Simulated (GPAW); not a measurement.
A run of GPAW 26.7.0 is set up as follows.

Contents of run.py:

```python
from ase import Atoms
from ase.dft.bandgap import bandgap
from ase.io import write
from ase.units import GPa
from gpaw import GPAW, PW

atoms = Atoms(['Te', 'Te', 'Te', 'Te', 'Sb', 'Sb', 'Ge'],
              cell=[[-3.059575, 3.059575, 6.051415],
                    [3.059575, -3.059575, 6.051415],
                    [3.059575, 3.059575, -6.051415]],
              scaled_positions=[[0.751838, 0.751838, 0.0],
                                [0.99838, 0.49838, 0.5],
                                [0.248162, 0.248162, 0.0],
                                [0.50162, 0.00162, 0.5],
                                [0.25, 0.75, 0.5],
                                [0.5, 0.5, 0.0],
                                [0.0, 0.0, 0.0]],
              pbc=True)

calc = GPAW(mode=PW(450),
            xc='LDA',
            kpts={'size': (5, 5, 5), 'gamma': True},
            occupations={'name': 'fermi-dirac', 'width': 0.05},
            nbands=48,
            maxiter=120,
            txt='gpaw.txt')
atoms.calc = calc
energy = atoms.get_potential_energy()
forces = atoms.get_forces()
stress = atoms.get_stress()
calc.write('gs.gpw')
write('result.traj', atoms)
print(f'Energy: {energy:.6f} eV')
print('Forces (eV/A):')
print(forces.round(4))
print('Stress (GPa):', (stress / GPa).round(3))
print('Fermi level:', round(calc.get_fermi_level(), 4), 'eV')
print(f'Gap: {bandgap(calc)[0]:.4f} eV, direct: {bandgap(calc, direct=True)[0]:.4f} eV')
```

Potentials or basis: the program's PAW data sets (release 1.2.1) made for this functional, pw.

Run with:

```console
$ OMP_NUM_THREADS=1 python run.py
```

(1) Predict the band gap on the k mesh.

(2) What does it give for the largest force?

(3) What does it give for the pressure?

Results:

(1) 0.16 eV, direct.

(2) 0.091 eV/Å.

(3) -3.8 GPa.

Caveat: the cutoff is short for stress and forces, so pressures can be off by a GPa or more; spin-orbit coupling is left out, which moves the levels of the heavy elements; an odd mesh through Γ misses points on the zone boundary, where band edges often lie.
